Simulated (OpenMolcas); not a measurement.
# Cr⁴⁺ with 6 ligands (fluoride): CASSCF and CASPT2 levels and susceptibility

Which state of Cr⁴⁺ lies lowest among these ligands, how large is the field, and what χT follows?

Program: OpenMolcas 26.06. Level of theory: state-averaged CASSCF and CASPT2, spin-orbit coupling by RASSI with atomic mean-field integrals. These are calculated values, not measurements, unless marked.

### Step 1. The system

* Species: Cr⁴⁺ (chromium, Z = 24, 20 electrons)
* Basis: ANO-RCC-VTZP [6s5p3d2f1g], 143 functions with the ligands
* Scalar Hamiltonian: DKH2, point nucleus
* Inactive shells: 1s 2s 2p 3s 3p of the metal, and all ligand shells
* Active space: 2 electrons in 5 orbitals (3d)
* Some configurations of this space: 3d2
* Orbitals: optimised for each spin and parity, averaged over all roots

Outer shells as boxes (Hund's rule):

3d2
```
3d [↑ ][↑ ][  ][  ][  ]
```

Cr⁴⁺ is taken with 6 ligands (fluoride) in octahedron coordination (Oh) at 1.92 Å. A charge of +0.333 e stands 2.8 Å behind each ligand. Ligand basis ANO-RCC-VDZP. The distances are assumed, not relaxed.

```xyz
7

Cr    0.0000    0.0000    0.0000
F     1.9200    0.0000    0.0000
F     0.0000    1.9200    0.0000
F    -1.9200    0.0000    0.0000
F     0.0000   -1.9200    0.0000
F     0.0000    0.0000    1.9200
F     0.0000    0.0000   -1.9200
```

Each step is its own input file, run in one work folder so that later steps find the files of earlier ones. Labels, J, g values, rates, χT and fits are worked out afterwards by a script from the matrices that RASSI stores. The input lists half of the charges; inversion (Group=XYZ) makes the rest.

### Step 2. One- and two-electron integrals

File a.inp:

```
&GATEWAY
Coord
7

Cr 0.0 0.0 0.0
F 1.920000 0.000000 0.000000
F 0.000000 1.920000 0.000000
F -1.920000 0.000000 0.000000
F 0.000000 -1.920000 0.000000
F 0.000000 0.000000 1.920000
F 0.000000 0.000000 -1.920000
Basis=Cr.ANO-RCC-VTZP,F.ANO-RCC-VDZP
Group=XYZ
NoMove
AngMom=0.0 0.0 0.0
AMFI
RICD
XField
3 Angstrom 0
4.720000 0.000000 0.000000 0.333333
0.000000 4.720000 0.000000 0.333333
0.000000 0.000000 4.720000 0.333333
&SEWARD
```

Launch:

```sh
OMP_NUM_THREADS=1 MOLCAS_MEM=2457 MOLCAS_PROJECT=a pymolcas a.inp > a.log
```

### Step 3. CASSCF: triplets of even parity, 10 roots

File a.inp:

```
&RASSCF
FileOrb=start.orb
Symmetry=1
Spin=3
nActEl=2 0 0
Inactive=18 21
Ras2=5 0
CIRoot=10 10 1
SDav=10
CIMx=300
Iter=150 100
PrWF=0.3
OrbListing=Nothing
MaxOrb=0
LevShft=1.0
>>> COPY $Project.JobIph JOB001
```

start.orb holds start orbitals that the driver prepared beforehand, or those of the step before.

### Step 4. CASSCF: singlets of even parity, 15 roots

File a.inp:

```
&RASSCF
FileOrb=start.orb
Symmetry=1
Spin=1
nActEl=2 0 0
Inactive=18 21
Ras2=5 0
CIRoot=15 15 1
SDav=15
CIMx=300
Iter=150 100
PrWF=0.3
OrbListing=Nothing
MaxOrb=0
LevShft=1.0
>>> COPY $Project.JobIph JOB002
```

### Step 5. State interaction with spin-orbit coupling

File a.inp:

```
&RASSI
NrOfJobIphs=2 10 15
1 2 3 4 5 6 7 8 9 10
1 2 3 4 5 6 7 8 9 10 11 12 13 14 15
IphNames
JOB001
JOB002
EJob
SpinOrbit
DIPRint=1.0
SOCoupling=1000.0
Subsets=2
Property=9
'ANGMOM' 1 'ANGMOM' 2 'ANGMOM' 3 'MLTPL  1' 1 'MLTPL  1' 2 'MLTPL  1' 3
'AMFI' 1 'AMFI' 2 'AMFI' 3
SOProperty=3
'ANGMOM' 1 'ANGMOM' 2 'ANGMOM' 3
```

### Step 6. CASPT2: IPEA 0.25, imaginary shift 0.1 (closed shells correlated: 3s 3p of the metal, with ligand shells; the Frozen line counts the rest)

File a.inp:

```
>>> COPY JOB001 $Project.JobIph
&CASPT2
Multistate=10 1 2 3 4 5 6 7 8 9 10
NoMult
Frozen=5 6
IPEA=0.25
Imaginary=0.1
MaxIter=60
WThr=0.0 0.3 0.05
PrWF=0.5
NoMix
>>> COPY JOB002 $Project.JobIph
&CASPT2
Multistate=15 1 2 3 4 5 6 7 8 9 10 11 12 13 14 15
NoMult
Frozen=5 6
IPEA=0.25
Imaginary=0.1
MaxIter=60
WThr=0.0 0.3 0.05
PrWF=0.5
NoMix
```

### Step 7. CASPT2: IPEA 0.25, real shift 0.3 (closed shells correlated: 3s 3p of the metal, with ligand shells; the Frozen line counts the rest)

a.inp: that of step 6 with these lines changed.

```diff
@@ -6,3 +6,3 @@
 IPEA=0.25
-Imaginary=0.1
+Shift=0.3
 MaxIter=60
@@ -17,3 +17,3 @@
 IPEA=0.25
-Imaginary=0.1
+Shift=0.3
 MaxIter=60
```

(Steps that only read results are left out.)

Q: Predict the outcome of this session. Wanted: spin-free ground state; first state of the same spin within the active space; lowest level; next level.

The runs gave:

| quantity | value |
| --- | --- |
| method | SS-CASPT2, IPEA 0.25, imaginary shift 0.1 (closed shells correlated: 3s 3p of the metal, with ligand shells; the Frozen line counts the rest) |
| spin-free ground state | 3T1, 3-fold in its orbital part |
| first state of the same spin within the active space | 3T2 at 20000 cm⁻¹ |
| lowest level | 2-fold E, g = 0.00, 0.00, 0.00 |
| next level | 7.8 cm⁻¹ |
| χT at 300 K | 0.72 cm³ K/mol |
| effective moment at 300 K | 2.40 μB |

Cost by method:

| method | time of its own steps | time with the reference |
| --- | --- | --- |
| A. CASSCF | 20 s | 20 s |
| B. SS-CASPT2, IPEA 0.25, imaginary shift 0.1, +3s 3p | 90 s | 1.8 min |
| C. SS-CASPT2, IPEA 0.25, real shift 0.3, +3s 3p | 84 s | 1.7 min |

Times are of one thread on a shared host.

The spin-free ground state (3T1) is 3-fold and keeps the highest spin of the shell. χT at 300 K is 0.72, against 1.00 cm³ K/mol for the spin alone, so spin-orbit coupling lowers it. A ligand-field fit to the states below 45000 cm-1 gives 10Dq = 21196 cm-1, B = 785 cm-1 and C = 2672 cm-1 (C/B = 3.41), with a deviation of 393 cm-1. CASPT2 does not keep the components of a term degenerate, and the means are used. The bonds are covalent and no ligand orbital is active, so the numbers are rough.
